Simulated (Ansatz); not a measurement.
# C5H8ClCuN2: small, medium and large basis sets

Aim: see how fast density functionals converge with the basis set for C5H8ClCuN2.

The runs use Ansatz 0.2.0, Gaussian basis; one geometry, several basis sets.

The runs, in order: PBE0-D4/def2-SVP; ωB97M-V/def2-SVP; PBE0-D4/def2-QZVPP; ωB97M-V/def2-QZVPP; the functionals' def2-TZVPP values are taken from earlier runs.

## (1) The relaxed structure

All runs share one geometry, relaxed beforehand with PBE0-D4 in a triple-zeta def2 set.

SMILES `Cn1ccn(C)[c+]1[Cu-][Cl]`, 17 atoms, charge 0, spin multiplicity 1.

Atoms are counted from 1 here; the program's logs count them from 0.

Bond lengths: C1–N2 1.445 Å, C1–H10 1.089 Å, C1–H11 1.091 Å, C1–H12 1.091 Å, N2–C3 1.374 Å, N2–C7 1.351 Å, C3–C4 1.350 Å, C3–H13 1.077 Å, C4–N5 1.374 Å, C4–H14 1.077 Å, N5–C6 1.445 Å, N5–C7 1.351 Å, C6–H15 1.091 Å, C6–H16 1.091 Å, C6–H17 1.089 Å, C7–Cu8 1.889 Å, Cu8–Cl9 2.099 Å. Angles: N2–C1–H10 108.1°, N2–C1–H11 110.4°, N2–C1–H12 110.4°, H10–C1–H11 109.2°, H10–C1–H12 109.2°, H11–C1–H12 109.4°, C1–N2–C3 124.6°, C1–N2–C7 124.0°, C3–N2–C7 111.4°, N2–C3–C4 106.5°, N2–C3–H13 122.7°, C4–C3–H13 130.8°, C3–C4–N5 106.5°, C3–C4–H14 130.8°, N5–C4–H14 122.7°, C4–N5–C6 124.6°, C4–N5–C7 111.4°, C6–N5–C7 124.0° and more.

## (2) PBE0-D4 in def2-SVP

The input, in.yaml:

```yaml
crystal:
  periodic: [false, false, false]
  atoms:
    - {symbol: C, position_ang: [2.117431, -0.734101, -0.968347]}
    - {symbol: N, position_ang: [0.717892, -0.501311, -0.696256]}
    - {symbol: C, position_ang: [-0.315838, -0.989898, -1.457375]}
    - {symbol: C, position_ang: [-1.456447, -0.555953, -0.879224]}
    - {symbol: N, position_ang: [-1.081985, 0.183485, 0.216045]}
    - {symbol: C, position_ang: [-2.002526, 0.833536, 1.119926]}
    - {symbol: C, position_ang: [0.261921, 0.228281, 0.345146]}
    - {symbol: Cu, position_ang: [1.271535, 1.109728, 1.676155]}
    - {symbol: Cl, position_ang: [2.392935, 2.090124, 3.155061]}
    - {symbol: H, position_ang: [2.700678, -0.225497, -0.202355]}
    - {symbol: H, position_ang: [2.385752, -0.335537, -1.947984]}
    - {symbol: H, position_ang: [2.338235, -1.802218, -0.937877]}
    - {symbol: H, position_ang: [-0.158139, -1.596092, -2.333241]}
    - {symbol: H, position_ang: [-2.486298, -0.710090, -1.153311]}
    - {symbol: H, position_ang: [-2.655048, 0.097657, 1.592420]}
    - {symbol: H, position_ang: [-2.608737, 1.565469, 0.583900]}
    - {symbol: H, position_ang: [-1.421362, 1.342427, 1.887318]}
basis:
  gaussian: {orbitals: def2-SVP}
hamiltonian: {xc: pbe0, dispersion: d4}
output: {orbitals: {seedname: orbitals}}
```

Command:

```console
$ ansatz run in.yaml --threads 4 --pin off --events-out ev --progress --plain --max-ram 41984MiB --backend cpu
```

After this run come: ωB97M-V in def2-SVP; PBE0-D4 in def2-QZVPP; ωB97M-V in def2-QZVPP.

**Question.** What will the summary of the whole plan be? Wanted: PBE0-D4: double and triple zeta above quadruple; ωB97M-V: double and triple zeta above quadruple.

**Answer**, as computed:

| quantity | value |
| --- | --- |
| PBE0-D4: double and triple zeta above quadruple | 21.90, 1.95 eV |
| ωB97M-V: double and triple zeta above quadruple | 22.18, 1.89 eV |

**Reading.** PBE0-D4 gains 19.94 eV from double to triple zeta, then 1.95 eV more. Total energies overstate the basis error of differences, where much of it tends to cancel. The LUMO of ωB97M-V is positive and keeps falling with the basis (2.02 to 0.93 eV): an unbound level that the basis holds in place.
